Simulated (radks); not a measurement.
# Ionisation of Er: one atom, several choices of exchange strength α

One table from this session's results is given with a row withheld; the runs are named, their logs left out.

Program: radks (a radial shooting solver on a logarithmic mesh, Libxc functionals) version 1. Level of theory: non-relativistic Kohn-Sham, spin-polarised, spherical densities, point nucleus; open shells are filled with parallel spins first. These are calculated values, not measurements, unless marked.

## The atom as given

```
element       : erbium (Z = 68)
charge        : 0
electrons     : 68
configuration : [Xe] 4f12 6s2
ion           : Er⁺, [Xe] 4f12 6s1
choices       : α = 0.593; α = 0.667; α = 0.685; α = 0.721; α = 0.864; α = 1.043
```

The outer shells:

Er
```
[Xe] core
4f [↑↓][↑↓][↑↓][↑↓][↑↓][↑ ][↑ ]
6s [↑↓]
```

Er⁺
```
[Xe] core
4f [↑↓][↑↓][↑↓][↑↓][↑↓][↑ ][↑ ]
6s [↑ ]
```

The first run:

Settings of this run:

```text
Z 68
configuration [Xe] 4f12 6s2
relativity non-relativistic
functional xalpha 0.593
spin polarised
nucleus point
```

Among the steps run: α = 0.593: Er.

One table of the session follows, with a row left open; its other results are not shown here.

It belongs to the step «α = 0.593: Er». Radial moments (bohr):

| level | <r> | outermost maximum (interpolated) | 90 % within | nodes |
| --- | --- | --- | --- | --- |
| 5s up | 1.365 | 1.21 | 1.98 | 4 |
| 5s down | 1.372 | 1.21 | 1.99 | 4 |
| 5p up | 1.561 | 1.33 | 2.31 | 3 |
| 5p down | 1.572 | 1.33 | 2.33 | 3 |
| 4f up | 0.7946 | 0.501 | 1.38 | 0 |
| 4f down | 0.8106 | 0.502 | 1.42 | 0 |
| 6s up | 4.477 | 3.68 | 6.73 | 5 |
| 6s down | ? | ? | ? | ? |

**Question.** Estimate the row for 6s down.

The run gave: <r>: 4.511; outermost maximum (interpolated): 3.71; 90 % within: 6.79; nodes: 5. In the column «<r>» it is the highest.

To keep in mind: Relativity is left out here, which matters for elements this heavy. Open shells are spherical and high-spin; term and fine-structure splittings are not resolved.
